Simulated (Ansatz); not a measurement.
Write a Python script for Ansatz's Python interface that makes an atomisation energy of BH₆NSSi, SMILES [SiH3]NBS. Use (for the species named): r2scan0, def2-TZVP basis, multiplicity 1.

```yaml
atoms:
  - { symbol: Si, position_ang: [-1.0860, 0.2207, -0.7392] }
  - { symbol: N, position_ang: [-0.4674, -1.0106, 0.3169] }
  - { symbol: B, position_ang: [0.6511, -0.4098, 1.1107] }
  - { symbol: S, position_ang: [2.4047, 0.0224, 0.3009] }
  - { symbol: H, position_ang: [-2.2688, -0.2902, -1.5231] }
  - { symbol: H, position_ang: [-1.5970, 1.4189, 0.0579] }
  - { symbol: H, position_ang: [-0.0781, 0.7211, -1.6951] }
  - { symbol: H, position_ang: [-0.0264, -1.7394, -0.2984] }
  - { symbol: H, position_ang: [0.6010, -0.3369, 2.3430] }
  - { symbol: H, position_ang: [1.9501, 1.3526, 0.1293] }
```

`bh6nssi.py`
```python
"""Atomisation energy of BH6NSSi at the given geometry."""

from collections import Counter
from dataclasses import dataclass

import ansatz


@dataclass
class Settings:
    basis: str = "def2-TZVP"
    functional: str = "R2SCAN0"


cfg = Settings()


def single_point(molecule, charge=0, unpaired=0):
    calc = molecule.calculation().basis(gaussian=cfg.basis).functional(cfg.functional)
    if charge:
        calc = calc.charge(charge)
    if unpaired:
        calc = calc.spin("collinear", total=unpaired)
    report = calc.run(threads=1).report
    if report["published_state_doubts"]:
        print("  doubts:", report["published_state_doubts"])
    return report["free_energy_ev"]

GEOMETRY = """
Si   -1.08600    0.22070   -0.73920
N    -0.46740   -1.01060    0.31690
B     0.65110   -0.40980    1.11070
S     2.40470    0.02240    0.30090
H    -2.26880   -0.29020   -1.52310
H    -1.59700    1.41890    0.05790
H    -0.07810    0.72110   -1.69510
H    -0.02640   -1.73940   -0.29840
H     0.60100   -0.33690    2.34300
H     1.95010    1.35260    0.12930
"""

bh6nssi = ansatz.Crystal.molecule()
for line in GEOMETRY.strip().splitlines():
    symbol, *xyz = line.split()
    bh6nssi = bh6nssi.atom(symbol, [float(v) for v in xyz])

# unpaired electrons of the ground-state atoms
unpaired = {"Si": 2, "N": 3, "B": 1, "S": 2, "H": 1}
counts = Counter(site.symbol for site in bh6nssi.cartesian_sites)
atom_energy = {s: single_point(ansatz.Crystal.molecule().atom(s, (0, 0, 0)), 0, unpaired[s]) for s in counts}
whole = single_point(bh6nssi, 0, 0)
for s, e in atom_energy.items():
    print(f"{s:2s} x{counts[s]}  {e:14.5f} eV")
print(f"BH6NSSi: {whole:.5f} eV")
split = sum(counts[s] * e for s, e in atom_energy.items()) - whole
print(f"atomisation energy (no zero-point term): {split:.3f} eV, {split / sum(counts.values()):.3f} eV an atom")
```

```console
$ python bh6nssi.py
Si x1     -7873.33412 eV
N  x1     -1485.23672 eV
B  x1      -670.45963 eV
S  x1    -10832.40200 eV
H  x6       -13.60215 eV
BH6NSSi: -20975.72462 eV
atomisation energy (no zero-point term): 32.679 eV, 3.268 eV an atom
```

32.679 eV from the electronic energies, without the zero-point term.

Reading the output:
- Total energies depend on the basis set; only differences at equal settings carry meaning.
- The geometry is a force-field or estimated start, not a minimum of this method, and the basis set is short of its limit. All parts are taken at fixed geometry, without zero-point energy.
- Run time: 11 s on 1 thread of Arm Neoverse V2 (shared host), peak memory 0.36 GiB.
